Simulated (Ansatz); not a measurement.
# Co, space group Fd-3m: a band structure

Program: the Python package of Ansatz (0.2.0).

Run as a notebook:

```python
import warnings

import ansatz
import matplotlib.pyplot as plt
import numpy as np
from pymatgen.core import Lattice, Structure
from pymatgen.io.ase import AseAtomsAdaptor
```

```python
OCCUPATIONS = 'gaussian'
SIGMA = 0.1
XC = 'pbesol'
K_LENGTH = 22
EXTRA_BANDS = 8

warnings.simplefilter('ignore', ansatz.DeckWarning)
```

```python
pmg_structure = Structure(
    Lattice([(0.0, 3.21737176, 3.21737176), (3.21737176, 0.0, 3.21737176), (3.21737176, 3.21737176, 0.0)]),
    ['Co', 'Co', 'Co', 'Co', 'Co', 'Co'],
    [
        (0.25, 0.25, 0.25),
        (0.0, 0.0, 0.0),
        (0.625, 0.625, 0.125),
        (0.625, 0.125, 0.625),
        (0.125, 0.625, 0.625),
        (0.625, 0.625, 0.625),
    ],
)
system = ansatz.Crystal.from_ase(AseAtomsAdaptor.get_atoms(pmg_structure)).moments(Co=1.8)
```

```python
# high-symmetry points in fractions of the reciprocal vectors
path = [
    ('K', (0.375, 0.375, 0.75)),
    ('G', (0.0, 0.0, 0.0)),
    ('L', (0.5, 0.5, 0.5)),
    ('W', (0.5, 0.25, 0.75)),
    ('X', (0.5, 0.0, 0.5)),
]
setup = (
    system.calculation()
    .spin(ansatz.SpinTreatment.COLLINEAR)
    .occupations(OCCUPATIONS, width=SIGMA)
    .functional(XC)
    .kpoints(length=K_LENGTH)
    .band_structure([point for _, point in path], intervals=6)
    .scf(extra_bands=EXTRA_BANDS)
)
planned = setup.session().plan(threads=1)
facts = planned.describe()
print('plan:', facts['n_bands'], 'bands,', len(facts['kpoints_frac']), 'k-points, plane waves', facts['n_pw_range'], 'grid', facts['fft_dense'])
res = planned.execute()
r = res.report
```

    plan: 59 bands, 16 k-points, plane waves [1290, 1315] grid [32, 32, 32]

```python
r['kpoints_frac'][:4]
```

    [[0.0, 0.0, 0.0], [0.0, 0.0, 0.16666666666666666], [0.0, 0.0, 0.3333333333333333], [0.0, 0.0, -0.5]]

```python
energy = r['free_energy_ev']
print('F of the Co cell: {:.6f} eV = {:.6f} Ry = {:.6f} Ha'.format(energy, energy / 13.605693, energy / 27.211386))
print('Fermi level {:.4f} eV, {} k-points, {} symmetry operations'.format(r['fermi_energy_ev'], r['n_kpoints'], r['n_symmetry_ops']))

bands = res.band_structure()
fermi = bands.fermi_energy_ev
print(f'zero of the bands: {fermi:.3f} eV, the Fermi level found on the SCF mesh')
reciprocal = 2 * np.pi * np.linalg.inv(res.lattice.cell_ang).T
steps = np.linalg.norm(np.diff(bands.kpoints_frac @ reciprocal, axis=0), axis=1)
distance = np.concatenate([[0], np.cumsum(steps)])
fig, ax = plt.subplots(figsize=(5, 4))
for channel, colour in zip(bands.channels, ('C0', 'C3')):
    ax.plot(distance, channel.eigenvalues_ev - fermi, colour, lw=1)
ax.set_xticks(distance[::6], [label for label, _ in path])
ax.set(ylim=(-4, 4), ylabel='E - E_F (eV)', xlim=(0, distance[-1]))
ax.grid(axis='x')
fig.savefig('bands.png', dpi=100)
first = bands.channels[0].eigenvalues_ev - fermi
near = np.argsort(np.abs(first.mean(axis=0)))[:4]
for band in sorted(near):
    print(f'band {band + 1}: {first[:, band].min():.3f} to {first[:, band].max():.3f} eV')
```

    F of the Co cell: -30556.543691 eV = -2245.864558 Ry = -1122.932279 Ha
    Fermi level 18.3453 eV, 16 k-points, 48 symmetry operations
    zero of the bands: 18.345 eV, the Fermi level found on the SCF mesh
    band 54: -1.365 to -0.212 eV
    band 55: -1.328 to -0.212 eV
    band 56: -1.328 to 1.010 eV
    band 57: -0.666 to 2.628 eV

Caveats:
- Total energies depend on the potentials; only differences at equal settings carry meaning. A total without «per atom» is that of the whole cell that was run.
- Other magnetic orders than the one started from may lie lower.
- The computed bands are complete only to about 1.8 eV above the Fermi level.
- For a metal this k-point mesh is coarse: on a finer one energies can move by several to tens of meV an atom and pressures by half a GPa or more, differences at one mesh by less.
- The zero of the levels is a convention of the potentials, so an absolute Fermi energy is no work function.
- The bands listed are those of the first spin channel.
- This isn't the structure that Co takes at ambient conditions.
- Levels are Kohn-Sham eigenvalues on this mesh.
- The script silences the warnings on its input, which a real study should read.
- Hardware and time: 7.5 s on 1 thread of AMD EPYC 9R45 96-Core Processor (Zen 5) (shared host), peak memory 0.6 GiB.
